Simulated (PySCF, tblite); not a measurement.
# C3H9BrGeSi: geometry, infrared bands and NMR shifts

Aim: predict the infrared bands and NMR shifts of C3H9BrGeSi (`C/C(Br)=[C](\[SiH3])[GeH3]`).

Programs: tblite 0.8.0 and PySCF 2.14.0, with density-fitted response routines of our own. Each step states its level of theory. These are calculated values for one molecule in the gas phase, unless marked as measured. Atoms are numbered from 0 throughout.

**1. The molecule as given**

15 atoms, charge 0, multiplicity 1; geometry from: force field or distance geometry start.

Bonds of the start (Å): C0–C1 1.51, C1–Br2 1.90, C1–C3 1.32, C3–Si4 1.83, C3–Ge5 1.94, C0–H6 1.12, C0–H7 1.11, C0–H8 1.09, Si4–H9 1.49, Si4–H10 1.46, Si4–H11 1.49, Ge5–H12 1.55, Ge5–H13 1.56, Ge5–H14 1.55.

**2. Geometry optimisation with GFN2-xTB**

What the job is given:

```
{"job": {"kind": "relax", "xc": "GFN2-xTB", "basis": "xTB"}, "charge": 0, "multiplicity": 1}
C      2.194800    -0.195800    -0.062600
C      0.933200     0.627800    -0.080200
Br     1.088400     2.519800    -0.190200
C     -0.276400     0.103300    -0.005100
Si    -0.624400    -1.691600     0.133900
Ge    -1.801400     1.304800    -0.023200
H      2.924600     0.375700     0.564900
H      2.567100    -0.153000    -1.109800
H      2.064100    -1.226600     0.257300
H     -1.739500    -1.806700     1.110000
H      0.485800    -2.502600     0.623300
H     -1.158800    -2.189900    -1.159700
H     -1.779900     2.221900    -1.271200
H     -3.085000     0.416300    -0.044600
H     -1.797100     2.204600     1.235200
```

Started as:

```
OMP_NUM_THREADS=1 python probes_run.py task.json out
```

One launch serves the whole session: the jobs run in the order shown.

**Question.** This job is followed by: GFN2-xTB harmonic vibrations, gas phase; GIAO PBE0/pcSseg-1 NMR shielding, non-relativistic, gas phase. What will the session give for the following? strongest single infrared mode (GFN2-xTB); zero-point energy (GFN2-xTB); ¹³C shifts against TMS (PBE0/pcSseg-1); ¹H shifts against TMS (PBE0/pcSseg-1, means over atoms taken as alike); ⁷⁹Br shifts against HBr (PBE0/pcSseg-1); ²⁹Si shifts against TMS (PBE0/pcSseg-1); ⁷³Ge shifts against GeMe4 (PBE0/pcSseg-1); surface potential, 1st and 99th percentile.

The runs gave:

| quantity | value |
| --- | --- |
| strongest single infrared mode (GFN2-xTB) | 2059 cm⁻¹, 470 km/mol |
| zero-point energy (GFN2-xTB) | 59.8 kcal/mol |
| ¹³C shifts against TMS (PBE0/pcSseg-1) | 170.6, 132.3, 34.5 ppm |
| ¹H shifts against TMS (PBE0/pcSseg-1, means over atoms taken as alike) | 4.39, 4.15, 2.54 ppm |
| ⁷⁹Br shifts against HBr (PBE0/pcSseg-1) | 877 ppm |
| ²⁹Si shifts against TMS (PBE0/pcSseg-1) | -78.8 ppm |
| ⁷³Ge shifts against GeMe4 (PBE0/pcSseg-1) | -226 ppm |
| surface potential, 1st and 99th percentile | -0.53 V and 1.06 V |

**Reading.** Relaxing lowered the energy by 0.314 eV in 154 steps; the close pair that moved most is Ge5–H13, from 1.561 to 1.498 Å. No mode is imaginary among the 39: a minimum at this level. The strongest single mode, at 2059 cm⁻¹, moves mainly H13. GFN2-xTB is a fitted tight-binding method: band positions and strengths are rough. Its intensities can rank the bands wrongly. C1 stands next to heavy halogen, whose spin-orbit shielding this run leaves out, so the computed shift lies too far downfield, most of all for carbon beside Br or I. At PBE0/pcSseg-1: The largest span, 1488 ppm, is at Br2, where the paramagnetic term is -1380 ppm. At PBE0/pcSseg-1, counted by nearest atom on the grid, the HOMO lies on Br2 36 %; C3 31 %, the LUMO on C1, C3 about 29 % each. Spin-orbit coupling is left out, which matters for shieldings and couplings at and beside the heavy atoms.
